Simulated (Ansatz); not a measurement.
# NaC18: the cost of one run

Method: DFT PBE, plane waves, PAW, scalar-relativistic, collinear spin, in Ansatz 0.2.0.

## 1. The system as given

The cell holds 19 atoms (C18Na): a = 7.398 Å, b = 7.398 Å, c = 13.000 Å, α = 90.00°, β = 90.00°, γ = 120.00°.

The coordinates stand in the first input below.

## 2. End point A

Contents of input.yaml:

```yaml
crystal:
  lattice:
    - [7.398, 0.0, 0.0]
    - [-3.699, 6.406856, 0.0]
    - [0.0, 0.0, 13.0]
  atoms:
    - { symbol: C, position: [0.0, 0.0, 0.0769231] }
    - { symbol: C, position: [0.2222222, 0.1111111, 0.0769231] }
    - { symbol: C, position: [0.0, 0.3333333, 0.0769231] }
    - { symbol: C, position: [0.2222222, 0.4444444, 0.0769231] }
    - { symbol: C, position: [0.0, 0.6666667, 0.0769231] }
    - { symbol: C, position: [0.2222222, 0.7777778, 0.0769231] }
    - { symbol: C, position: [0.3333333, 0.0, 0.0769231] }
    - { symbol: C, position: [0.5555556, 0.1111111, 0.0769231] }
    - { symbol: C, position: [0.3333333, 0.3333333, 0.0769231] }
    - { symbol: C, position: [0.5555556, 0.4444444, 0.0769231] }
    - { symbol: C, position: [0.3333333, 0.6666667, 0.0769231] }
    - { symbol: C, position: [0.5555556, 0.7777778, 0.0769231] }
    - { symbol: C, position: [0.6666667, 0.0, 0.0769231] }
    - { symbol: C, position: [0.8888889, 0.1111111, 0.0769231] }
    - { symbol: C, position: [0.6666667, 0.3333333, 0.0769231] }
    - { symbol: C, position: [0.8888889, 0.4444444, 0.0769231] }
    - { symbol: C, position: [0.6666667, 0.6666667, 0.0769231] }
    - { symbol: C, position: [0.8888889, 0.7777778, 0.0769231] }
    - { symbol: Na, position: [-0.0080401, 0.3165076, 0.2676923], spin: 1.0 }
magnetization:
  spin_polarized: true
basis:
  ecutwfc: 420.0
kpoints:
  mp_grid: { grid: [2, 2, 1] }
hamiltonian:
  xc: pbe
scf:
  occupations: { method: fermi_dirac, width: 0.05 }
  lower_state_search: "off"
relax:
  f_tol: 0.03
  max_steps: 60
  adjacent_minimum: "off"
```

Launch:

```console
$ ansatz run input.yaml --threads 2 --pin off --max-ram 5120MiB --backend cpu --events-out ev --progress --plain --runs-dir out
```

What time and memory should one allow on 2 threads of Arm Neoverse V2, shared host?

About 2.1 min, with a peak of 0.99 GiB.
